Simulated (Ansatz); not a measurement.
**TiH+ (triplet): wave-function methods side by side at distance Ti1–H2 = 2.290 Å, def2-TZVPP**

Aim: climb from Hartree-Fock through coupled cluster and multireference methods for TiH+ (triplet) at one geometry and basis, and see what each rung misses.

The runs use Ansatz 0.2.0, Gaussian basis; def2-TZVPP, core rule «outside noble gas», up to 9 orbitals frozen.

The runs, in order: UHF; CCSD(T) on ROHF; CCSD(T) on UHF; CCSDT(Q) on ROHF; CCSDT(Q) on UHF; CASSCF and NEVPT2, 4 electrons in 4 orbitals; Full CI.

48 further runs of the same task are left out: 30 for a known fault of the program, 18 that didn't finish. Runs told in other sessions of the task aren't counted.

## 1. The geometry

The geometry derives from a PBE0/def2-TZVP stationary point (not a proven minimum). One bond is set to the value named and the two fragments are kept rigid.

2 atoms, charge 1, spin multiplicity 3.

Atoms are counted from 1 here; the program's logs count them from 0.

Bond lengths: Ti1–H2 2.290 Å.

## 2. UHF

File in.yaml:

```yaml
crystal:
  periodic: [false, false, false]
  atoms:
    - {symbol: Ti, position_ang: [0.000000, 0.000000, 0.000000]}
    - {symbol: H, position_ang: [0.000000, 0.000000, 2.290000]}
basis:
  gaussian: {orbitals: def2-TZVPP}
total_charge: 1
magnetization: {spin_polarized: true, initial_magnetization: 2}
hamiltonian: {xc: hf}
output: {orbitals: {seedname: orbitals}}
```

Command:

```bash
ansatz run in.yaml --threads 1 --pin off --events-out ev --progress --plain --max-ram 2393MiB
```

Further steps of the session: CCSD(T) on ROHF; CCSD(T) on UHF; CCSDT(Q) on ROHF; CCSDT(Q) on UHF; CASSCF and NEVPT2, 4 electrons in 4 orbitals; Full CI.

**Question.** What will the summary of the whole plan be? Wanted: FCI from the RHF energy; RMP2 from FCI; RCCSD from FCI; RCCSD(T) from FCI; RCCSDT(Q) from FCI; NEVPT2 pair from FCI; T1 diagnostic; effectively unpaired electrons.

As calculated:

| quantity | value |
| --- | --- |
| FCI from the ROHF energy | -1.5791 eV |
| RMP2 from FCI | +474.9 meV |
| RCCSD from FCI | +41.8 meV |
| RCCSD(T) from FCI | +6.8 meV |
| RCCSDT(Q) from FCI | -15.3 meV |
| NEVPT2 pair from FCI | +311.2 meV |
| levels within 1 kcal/mol (43 meV) | RCCSD, RCCSD(T), RCCSDT, RCCSDT(Q) |
| T1 diagnostic | 0.046 |
| effectively unpaired electrons | 2.13 |

What this shows: RCCSD(T) misses by +6.8 meV, 0.4 % of the correlation energy. RCCSDT, RCCSDT(Q) fall below full CI, which methods that aren't variational can do. The occupations are near whole numbers, but T1 = 0.046 shows that the orbitals relax strongly. These misses are within one basis, not against nature.
